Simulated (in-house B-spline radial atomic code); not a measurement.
# Cu³⁺: ionisation energy by several methods

One table from this session's results is given with a row withheld; the runs are named, their logs left out.

The numbers are computed with in-house B-spline radial atomic code version 1 (scalar-relativistic (X2C), several functionals, spin-polarised; spherical all-electron atom at the radial basis limit), except any that are marked as measured or tabulated.

### Starting point

* element: copper (Z = 29)
* charge: +3
* electrons: 26
* configuration: [Ar] 3d8
* nucleus: Fermi, rms radius 3.882 fm

Outer shells as boxes (Hund's rule):

[Ar] 3d8
```
[Ar] core
3d [↑↓][↑↓][↑↓][↑ ][↑ ]
```

Where spins are not typed, each open shell is filled with up spins first.

Set-up of the first run:

Input settings:

```ini
Z = 29
electrons = 26.0
configuration = [Ar] 3d8
hamiltonian = x2c
method = b88,lyp
spin_polarised = True
nucleus = fermi
rms_radius = 3.8823
mass_number = 63
atomic_mass = 62.929597119
speed_of_light = 137.035999084
```

Among the steps run: BLYP, a GGA; revTPSS, a meta-GGA; RPBE, a GGA; TPSS, a meta-GGA; LDA (PW92); PBEsol, a GGA; PBE, a GGA; AM05, a GGA.

One table of the session follows, with a row left open; its other results are not shown here.

```
    method  ΔSCF (eV)
LDA (PW92)     58.410
      BLYP     57.988
      RPBE     57.882
    PBEsol     57.973
       PBE          ?
      AM05     58.000
   revTPSS     57.609
      TPSS     57.787
```

Q: Estimate the row for PBE from the others.

The run gave: ΔSCF (eV): 58.003. In the column «ΔSCF (eV)» it lies between AM05 (58.000) and LDA (PW92) (58.410).

To keep in mind: Meta-GGA runs start from a PBE run whose iterations are not counted. Mean absolute error by rung (exchange-only levels left out): LDA 1.03 eV, GGA 0.59 eV, meta-GGA 0.32 eV. Relativistic terms that these runs lack can be as large as the gaps between close methods, so the nearest may be so by luck.
